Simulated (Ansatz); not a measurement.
The system is LaSi3Rh.

```xyz
5
Lattice="-2.1349 2.1349 4.9346 2.1349 -2.1349 4.9346 2.1349 2.1349 -4.9346" Properties=species:S:1:pos:R:3 pbc="T T T"
La    0.0000    0.0000    9.8643
Rh    0.0000    0.0000    6.4597
Si    0.0000    2.1349    2.5859
Si    2.1349    0.0000    2.5859
Si    0.0000    0.0000    4.0655
```

The cell is a database's computed one.

- Program: Ansatz 0.2.0
- Task: relaxation of cell and atoms
- Functional: RPBE
- Potentials or basis: Ansatz PAW
- Cutoff: 420 eV (not typed: the program's choice for these potentials)
- k mesh: 9 × 9 × 9
- Occupations: fermi-dirac, width 0.05 eV
- Spin: no spin polarisation

At the start: volume 17.99 Å³/atom.

Question: How do energy, volume and symmetry change on relaxing?

Answer: It ends after 5 steps and the volume is 18.47 Å³/atom (+2.7 %); space group I4mm (No. 107, to 0.05 Å).

Step by step:
| step | energy change (eV) | largest force (eV/Å) | volume (Å³) |
| --- | --- | --- | --- |
| 1 | 0.0000 | 0.1094 | 89.96 |
| 2 | -0.0226 | 0.0302 | 92.85 |
| 3 | -0.0237 | 0.0143 | 92.39 |
| 4 | -0.0237 | 0.0052 | 92.36 |
| 5 | -0.0243 | 0.0050 | 92.36 |

Final structure:
```
La Rh Si
1.0
    -2.15467    2.15467    4.97351
     2.15467   -2.15467    4.97351
     2.15467    2.15467   -4.97351
La Rh Si
1 1 3
Direct
  0.99960 0.99960 0.00000
  0.65459 0.65459 0.00000
  0.76217 0.26217 0.50000
  0.26217 0.76217 0.50000
  0.41146 0.41146 0.00000
```

Caveat: the plane-wave basis is chosen anew once the cell has moved, so the energies of steps on either side of that aren't comparable; the PAW data sets come from PBE, with cores solved anew for the run's functional, which leaves a small shift of forces and pressure.
